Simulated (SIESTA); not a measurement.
Write the native input for SIESTA 5.4.2 that does the following.

```yaml
Task: single point
Functional: PBE
Potentials_or_basis: PseudoDojo 0.4 standard (PBE files)
Basis: DZP (energy shift 0.003 Ry; two zetas on semicore shells; d shell added on Ba)
Grid_cutoff: 800 Ry
Energy_shift: 0.003 Ry
k_mesh: 4 × 4 × 4
Occupations: fermi-dirac, width 0.05 eV
Spin: collinear spin, ferromagnetic start
Starting_moments: "[0.0, 0.0, 2.0, 2.0, 2.0, 0.0, 0.0, 0.0, 0.0, 0.0, 0.0, 0.0, 0.0, 0.0, 0.0, 0.0, 0.0, 0.0, 0.0, 0.0, 0.0, 0.0] μB"
MPI_ranks: 4
```

The system is Ba2Tl5V3O12.

```xyz
22
Lattice="4.2370 2.4462 6.1284 -4.2370 2.4462 6.1284 0.0000 -4.8924 6.1284" Properties=species:S:1:pos:R:3 pbc="T T T"
Ba    0.0000    0.0000    9.1926
Ba    0.0000    0.0000    0.0000
V     0.0000    2.4462    6.1284
V    -2.1185   -1.2231    6.1284
V     2.1185   -1.2231    6.1284
Tl    0.0000   -2.4462    3.0642
Tl    2.1185    1.2231    3.0642
Tl   -2.1185    1.2231    3.0642
Tl    0.0000    0.0000   13.6133
Tl    0.0000    0.0000    4.7719
O     2.6932   -0.0671    7.4143
O    -1.2885    2.3659    7.4143
O    -1.4047   -2.2988    7.4143
O    -1.4047    2.2988   10.9708
O     2.6932    0.0671   10.9708
O    -1.2884   -2.3659   10.9708
O    -2.6932    0.0671   10.9708
O     1.2884   -2.3659   10.9708
O     1.4047    2.2988   10.9708
O     1.4047   -2.2988    7.4143
O    -2.6932   -0.0671    7.4143
O     1.2885    2.3659    7.4143
```

The cell was built by a generator and needn't be a form met in nature.

These files were run (other wordings do the same):

Ba2Tl5V3O12.fdf

```
SystemName                      Ba2Tl5V3O12
SystemLabel                     Ba2Tl5V3O12
NumberOfSpecies                 4
NumberOfAtoms                   22
%block ChemicalSpeciesLabel
  1  56 Ba
  2  23 V
  3  81 Tl
  4   8 O
%endblock ChemicalSpeciesLabel

LatticeConstant                 1.0 Ang
%block LatticeVectors
     4.2369800000     2.4462200000     6.1284000000
    -4.2369800000     2.4462200000     6.1284000000
     0.0000000000    -4.8924400000     6.1284000000
%endblock LatticeVectors
AtomicCoordinatesFormat         Fractional
%block AtomicCoordinatesAndAtomicSpecies
     0.5000000000     0.5000000000     0.5000000000  1  Ba
     0.0000000000     0.0000000000     0.0000000000  1  Ba
     0.5000000000     0.5000000000     0.0000000000  2  V
     0.0000000000     0.5000000000     0.5000000000  2  V
     0.5000000000     0.0000000000     0.5000000000  2  V
     0.0000000000     0.0000000000     0.5000000000  3  Tl
     0.5000000000     0.0000000000     0.0000000000  3  Tl
     0.0000000000     0.5000000000     0.0000000000  3  Tl
     0.7404500000     0.7404500000     0.7404500000  3  Tl
     0.2595500000     0.2595500000     0.2595500000  3  Tl
     0.7165200000     0.0808900000     0.4124200000  4  O
     0.4124200000     0.7165200000     0.0808900000  4  O
     0.0808900000     0.4124200000     0.7165200000  4  O
     0.5875700000     0.9191100000     0.2834800000  4  O
     0.9191100000     0.2834800000     0.5875700000  4  O
     0.2834800000     0.5875700000     0.9191100000  4  O
     0.2834800000     0.9191100000     0.5875700000  4  O
     0.5875700000     0.2834800000     0.9191100000  4  O
     0.9191100000     0.5875700000     0.2834800000  4  O
     0.4124200000     0.0808900000     0.7165200000  4  O
     0.0808900000     0.7165200000     0.4124200000  4  O
     0.7165200000     0.4124200000     0.0808900000  4  O
%endblock AtomicCoordinatesAndAtomicSpecies

%block kgrid.MonkhorstPack
    4   0   0  0.0
    0   4   0  0.0
    0   0   4  0.0
%endblock kgrid.MonkhorstPack
XC.Functional                   GGA
XC.Authors                      PBE
PAO.BasisSize                   DZP
PAO.EnergyShift                 0.003 Ry
Mesh.Cutoff                     800 Ry
Spin                            polarized
%block DM.InitSpin
    1   0.000
    2   0.000
    3   2.000
    4   2.000
    5   2.000
    6   0.000
    7   0.000
    8   0.000
    9   0.000
   10   0.000
   11   0.000
   12   0.000
   13   0.000
   14   0.000
   15   0.000
   16   0.000
   17   0.000
   18   0.000
   19   0.000
   20   0.000
   21   0.000
   22   0.000
%endblock DM.InitSpin
OccupationFunction              FD
ElectronicTemperature           0.05 eV
MaxSCFIterations                200
SCF.MustConverge                false
SCF.Mixer.Method                Pulay
SCF.Mixer.Weight                0.1
SCF.Mixer.History               10
SCF.DM.Tolerance                5.0e-05
SCF.H.Tolerance                 1.0e-03 eV
WriteForces                     true
Charge.Mulliken                 end
%block PAO.Basis
  Ba 5
  n=5 0 2
    4.395 0.000
  n=6 0 2
    9.500 0.000
  n=5 1 2
    5.243 0.000
  n=6 1 1
    9.500
  n=5 2 1
    7.000
  V 5
  n=3 0 2
    2.991 0.000
  n=4 0 2
    8.463 0.000
  n=3 1 2
    3.380 0.000
  n=4 1 1
    8.463
  n=3 2 2
    5.772 0.000
  Tl 4
  n=6 0 2
    6.628 0.000
  n=6 1 2
    9.500 0.000
  n=5 2 2
    4.502 0.000
  n=6 2 1
    9.500
%endblock PAO.Basis
Diag.ParallelOverK              true
```

Potentials or basis: PseudoDojo 0.4 standard (PBE files), DZP (energy shift 0.003 Ry; two zetas on semicore shells; d shell added on Ba).

Command:

```sh
$ mpirun -n 4 siesta Ba2Tl5V3O12.fdf > Ba2Tl5V3O12.out 2>&1
```

Results of the run:

```json
{
  "Pressure": "1.4 GPa",
  "Largest force": "0.232 eV/Å",
  "Band gap on the k mesh": "none (metal or under the smearing width)",
  "Net moment": "1.09 μB per cell",
  "Site moments": "Ba -0.00, -0.01; V +0.44; Tl -0.03, +0.08; O -0.03 μB"
}
```

Caveat: this set's barium file shifts pressures by up to 1 GPa against other sets; the basis of atomic orbitals isn't converged, which shifts pressures, moduli and gaps; semilocal functionals often make such compounds metallic where correlation or magnetic order opens a gap, which also shifts bond lengths.

It took 11 min on 4 MPI ranks on Arm Neoverse N1, with other jobs on the host, peak memory 0.72 GiB a rank.
